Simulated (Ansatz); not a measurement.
A nudged elastic band was laid between two geometries of a periodic cell of 17 atoms, Y (host Y, host structure hcp, interstitial Y).

Theory: Ansatz, DFT PBEsol, scalar-relativistic, plane waves, PAW. Settings: cutoff 420 eV, k mesh 3x3x2, gaussian smearing 0.1 eV, no spin polarisation.

| Property | Result |
| --- | --- |
| movable images | 3 |
| climbing image | yes |
| spring | 5.0 eV/Å² |
| optimiser | quadratic models (default) |
| start path | straight line |
| force threshold | 0.05 eV/Å |
| iteration limit | 71 |
| end points | relaxed |

Image 0:

```xyz
17
Lattice="-3.6500 -6.3220 0.0000 5.4750 -3.1610 0.0000 0.0000 0.0000 11.4683" Properties=species:S:1:pos:R:3
Y 0.237 -6.464 0.126
Y 0.014 -4.206 2.904
Y -0.068 -6.288 5.648
Y 0.320 -4.079 8.369
Y -1.838 -2.969 0.258
Y 3.609 -4.195 2.950
Y -1.832 -3.144 5.779
Y 3.783 -4.297 8.729
Y 1.740 -3.118 -0.049
Y 1.822 -1.076 2.903
Y 1.890 -3.201 5.659
Y 1.864 -1.402 8.374
Y -0.175 -0.090 0.253
Y 1.824 -7.379 2.986
Y -0.020 -0.008 5.780
Y 1.404 -7.138 8.462
Y -1.894 -5.228 9.680
```

Image 4:

```xyz
17
Lattice="-3.6500 -6.3220 0.0000 5.4750 -3.1610 0.0000 0.0000 0.0000 11.4683" Properties=species:S:1:pos:R:3
Y 0.411 -6.553 -0.140
Y 0.180 -4.121 3.120
Y -0.007 -6.314 5.853
Y 0.018 -4.203 8.642
Y -1.871 -2.810 -0.231
Y 3.734 -4.255 2.817
Y -1.825 -3.134 5.767
Y 3.582 -4.172 8.525
Y 1.684 -3.074 0.125
Y 1.839 -1.250 3.125
Y 1.867 -3.180 5.818
Y 1.826 -1.066 8.644
Y -0.327 -0.130 -0.233
Y 1.580 -7.227 2.999
Y -0.017 -0.007 5.768
Y 1.886 -7.408 8.515
Y -1.771 -5.304 12.567
```

Problem. What changes between the two ends?

Solution. The atom that moves furthest is Y17, by 2.89 Å; four of its nearest neighbours are Y16 2.79, Y4 2.82, Y12 2.82, Y5 3.05 Å at the first end and Y1 2.80, Y13 2.82, Y5 2.83, Y10 3.04 Å at the last.

Problem. Give the energies along the band, and the barrier.

Solution. The run converged. The highest image is number 2 of 0 to 4, 0.159 eV above the ends, which have the same energy within 2 meV. By the program's own check the climbing image is a first-order saddle point (lowest curvatures found: -0.22 and 0.83 eV/Å²). Limits of this set-up: coarse k mesh, a small cell, in which the defect meets its images, a typed lattice constant that wasn't relaxed here.

```json
{"image": "0", "path coordinate (Å)": "0.00", "energy (eV)": "0.000", "Y4–Y17 (Å)": "2.82", "Y8–Y17 (Å)": "4.21", "Y12–Y17 (Å)": "2.82"}
{"image": "1", "path coordinate (Å)": "1.09", "energy (eV)": "0.013", "Y4–Y17 (Å)": "3.10", "Y8–Y17 (Å)": "4.62", "Y12–Y17 (Å)": "3.10"}
{"image": "2", "path coordinate (Å)": "2.18", "energy (eV)": "0.159", "Y4–Y17 (Å)": "3.43", "Y8–Y17 (Å)": "5.16", "Y12–Y17 (Å)": "3.43"}
{"image": "3", "path coordinate (Å)": "2.95", "energy (eV)": "0.114", "Y4–Y17 (Å)": "3.86", "Y8–Y17 (Å)": "5.58", "Y12–Y17 (Å)": "3.86"}
{"image": "4", "path coordinate (Å)": "3.73", "energy (eV)": "0.000", "Y4–Y17 (Å)": "4.45", "Y8–Y17 (Å)": "5.89", "Y12–Y17 (Å)": "4.44"}
```

Problem. What is the geometry of the highest image?

Solution. 
```xyz
17
Lattice="-3.6500 -6.3220 0.0000 5.4750 -3.1610 0.0000 0.0000 0.0000 11.4683" Properties=species:S:1:pos:R:3
Y 0.620 -6.679 -0.037
Y -0.002 -4.222 2.788
Y 0.019 -6.333 5.729
Y 0.008 -4.214 8.662
Y -1.924 -2.621 0.042
Y 3.592 -4.180 2.977
Y -1.813 -3.165 5.734
Y 3.601 -4.186 8.547
Y 1.638 -3.053 -0.005
Y 1.830 -1.048 2.788
Y 1.794 -3.143 5.737
Y 1.829 -1.060 8.662
Y -0.517 -0.184 0.041
Y 1.888 -7.412 2.879
Y 0.010 -0.008 5.734
Y 1.891 -7.413 8.563
Y -1.729 -5.323 11.406
```

Time of the run: 9.5 min on 4 threads of AMD EPYC 7B13 (Zen 3) (shared host), peak memory 3 GiB.
